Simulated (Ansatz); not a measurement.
**TiAl: a line through an energy map**

How does the energy of TiAl (P4/mmm, No. 123; 2 atoms in the cell) vary with volume per atom, at c/a of the conventional cell = 1.630?

Computed with Ansatz 0.2.0 (DFT PBEsol, scalar-relativistic, plane waves, PAW, unless a step's input says otherwise).

42 further runs of the same task are left out: 1 that didn't finish, 41 set aside as unsound or not needed.

## 1. The starting structure

The structure is tetragonal, space group P4/mmm (No. 123). The conventional cell has a = 2.795 Å, b = 2.795 Å, c = 4.039 Å, α = 90.00°, β = 90.00°, γ = 90.00°. Ti (site symmetry 4/mmm) is surrounded by 4 Ti at 2.80 Å and 8 Al at 2.83 Å. Around Al (site symmetry 4/mmm) lie 4 Al at 2.80 Å and 8 Ti at 2.83 Å.

As a file:

```
Ti Al
1.0
     2.79501    0.00000    0.00000
     0.00000    2.79501    0.00000
     0.00000    0.00000    4.03870
Ti Al
1 1
Direct
  0.00000 0.00000 0.00000
  0.50000 0.50000 0.50000
```

It is the result of an earlier relaxation at this level (volume 15.78 Å³/atom; gap on the mesh: none (metal)).

## 2. Plan of the line

The energy is mapped over volume and the cell's shape.

First coordinate, volume per atom: 9 values from 13.88 to 17.67 Å³. Second coordinate, c/a of the conventional cell: 9 values from 1.281 to 1.630.

Nothing else is relaxed (symmetry fixes all fractional coordinates). Energies count from the relaxed crystal. Points are written as (first, second).

## 3. The run at (13.88 Å³, 1.630)

input.yaml

```yaml
crystal:
  lattice:
    - [2.5728981583, 0.0, 0.0]
    - [0.0, 2.5728981583, 0.0]
    - [0.0, 0.0, 4.1940812879]
  atoms:
    - { symbol: Ti, position: [0.0, 0.0, 0.0] }
    - { symbol: Al, position: [0.5, 0.5, 0.5] }
basis:
  ecutwfc: 520.0
kpoints:
  mp_grid: { grid: [18, 18, 12] }
hamiltonian:
  xc: pbesol
scf:
  occupations: { method: gaussian, width: 0.15 }
output:
  forces: true
  stress: true
  eigenvalues: true
```

On the command line:

```bash
$ ansatz run input.yaml --threads 1 --pin off --max-ram 2048MiB --backend cpu --events-out ev --progress --plain --runs-dir out
```

Further runs follow: the other points of the line.

Q: Predict the outcome of this session. Wanted: for each run, volume per atom; energy; slope; pressure.

As calculated:

| volume per atom (Å³) | step | energy (meV/atom) | slope (meV/atom per Å³) | pressure (GPa) |
| --- | --- | --- | --- | --- |
| 13.88 | 3 | 149 | −122 | 19.5 |
| 14.36 | 4 | 101 | −84 | 13.5 |
| 14.83 | 5 | 68 | −52 | 8.4 |
| 15.30 | 6 | 50 | −25 | 3.9 |
| 15.78 | 7 | 45 | −1 | 0.1 |
| 16.25 | 8 | 49 | 20 | −3.2 |
| 16.72 | 9 | 63 | 38 | −6.0 |
| 17.20 | 10 | 85 | 53 | −8.5 |
| 17.67 | 11 | 113 | 66 | −10.6 |

Energies count from the relaxed crystal. Slopes come from the forces (and the stress, where the cell changes), not from differences of energies.

In words: The lowest point of the line is at 15.78 Å³, 45 meV/atom from the zero. A fit to energies and slopes at the lowest point and its two neighbours puts the minimum at 15.790 Å³, with a curvature of about 47 meV/atom per (Å³)². V·d²E/dV² there is about 120 GPa, a bulk modulus under this line's constraint. The well is lopsided: two grid steps out, the energy rises by 24 meV/atom towards smaller values and 18 meV/atom towards larger ones. The highest point computed, at 13.88 Å³, lies 105 meV/atom above the lowest. This is one cut through a surface in two coordinates; the map's lowest point lies off it.
